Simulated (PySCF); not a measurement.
The system is S2C, in a box.

```xyz
3
Lattice="12.0000 0.0000 0.0000 0.0000 10.0000 0.0000 0.0000 0.0000 11.0000" Properties=species:S:1:pos:R:3 pbc="T T T"
S     7.3700    4.8650    6.2631
C     6.0130    5.0210    5.5340
S     4.6560    5.1770    4.8049
```

Program: PySCF 2.14.0. Alike in all runs: task atomic charges; potentials or basis 6-31g* (all-electron); no spin polarisation; cell as given; k mesh 1 × 1 × 1; smearing fixed.

Question: Order these runs on this cell by their band gap on the k mesh, lowest first.
A. level PBE
B. level M06-L; three-centre integrals read from an earlier run's file
C. level r2SCAN0+D4; three-body dispersion term yes; exxdiv ewald; three-centre integrals read from an earlier run's file
D. level LC-wPBE+D4; three-body dispersion term yes; exxdiv ewald; three-centre integrals read from an earlier run's file

Answer: A (4.15 eV), B (4.54 eV), C (6.25 eV), D (10.60 eV).

Caveats: this is a molecule in a periodic box at the Γ point, so its band gap is the HOMO-LUMO gap; the basis of atomic orbitals isn't converged, which shifts pressures, moduli and gaps.

